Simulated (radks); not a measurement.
# Nuclear size and the levels of Gd³⁺

An exercise on one series of results from a longer session: the logs are not shown, and one member is left open.

Program: radks (a radial shooting solver on a logarithmic mesh, Libxc functionals) version 1. Level of theory: Dirac Kohn-Sham, exchange-only LDA, spin-unpolarised, spherical densities, finite nucleus; open shells fill j = l - 1/2 first. These are calculated values, not measurements, unless marked.

### Starting point

| Item | Value |
| --- | --- |
| element | gadolinium (Z = 64) |
| charge | +3 |
| electrons | 61 |
| configuration | [Xe] 4f7 |
| nuclear rms radius | 5.1569 fm |

Set-up of the first run:

The run's settings:

```text
Z 64
configuration [Xe] 4f7 6s0 5d0
relativity Dirac
functional lda,
spin unpolarised
j_filling energy
nucleus finite rms 5.1569 fm
c 137.035999084
```

Among the steps run: rms radius 5.1569 fm.

One table of the session follows, with a row left open; its other results are not shown here.

It belongs to the step «rms radius 5.1569 fm». Radial moments (bohr):

| level | <r> | outermost maximum (interpolated) | 90 % within | nodes |
| --- | --- | --- | --- | --- |
| 5s1/2 | ? | ? | ? | ? |
| 5p1/2 | 1.474 | 1.30 | 2.15 | 3 |
| 5p3/2 | 1.562 | 1.37 | 2.28 | 3 |
| 4f5/2 | 0.8502 | 0.564 | 1.45 | 0 |
| 4f7/2 | 0.8615 | 0.569 | 1.47 | 0 |
| 5d3/2 | 2.162 | 1.80 | 3.25 | 2 |
| 5d5/2 | 2.198 | 1.84 | 3.30 | 2 |
| 6s1/2 | 3.125 | 2.88 | 4.43 | 5 |

Estimate the missing values for 5s1/2.

As computed: <r>: 1.326; outermost maximum (interpolated): 1.19; 90 % within: 1.91; nodes: 4. In the column «<r>» it lies between 4f7/2 (0.8615) and 5p1/2 (1.474).
